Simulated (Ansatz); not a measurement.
KNi:

```
K Ni
1.0
     1.70136   -2.52290    0.00000
     1.70136    2.52290    0.00000
     0.00000    0.00000    4.85907
K Ni
1 1
Direct
  0.50000 0.50000 0.50000
  0.00000 0.00000 0.00000
```

The cell was built by a generator and needn't be a form met in nature.

```yaml
Program: Ansatz 0.2.0
Task: single point
Functional: PBE
Potentials_or_basis: all-electron LAPW, scalar-relativistic
Cutoff: 192 eV (chosen from the basis error)
Basis_error_allowed: 0.001 eV/atom
k_mesh: 9 × 9 × 6
Occupations: fermi-dirac, width 0.05 eV
Spin: collinear spin, ferromagnetic start
Starting_moments: "[0.0, 1.0] μB"
```

On this cell: pressure 1.6 GPa; largest force under 0.003 eV/Å; net moment 0.09 μB per cell; site moments K -0.01; Ni +0.10 μB; band gap on the k mesh none (metal or under the smearing width).

The same run follows on a disturbed copy (atoms moved at random, drawn with an rms of 0.05 Å):

```
K Ni
1.0
     1.70136   -2.52290    0.00000
     1.70136    2.52290    0.00000
     0.00000    0.00000    4.85907
K Ni
1 1
Direct
  0.49661 0.51261 0.49917
  0.00227 0.99402 0.99805
```

Question: What changes?

Answer: The energy (extrapolated to zero smearing) moves by +0.3 meV/atom; pressure 1.7 GPa; largest force 0.030 eV/Å; net moment 0.09 μB per cell; site moments K -0.01; Ni +0.10 μB; band gap on the k mesh none (metal or under the smearing width).

Forces in eV/Å, atoms in the order of the input:
```
K   -0.023 -0.006 -0.019
Ni   0.023  0.006  0.019
```

Stress tensor (GPa, compression positive):
```
 1.93 -0.01  0.00
-0.01 -2.07  0.00
 0.00  0.00  5.09
```

Caveats: the starting moments weren't kept.
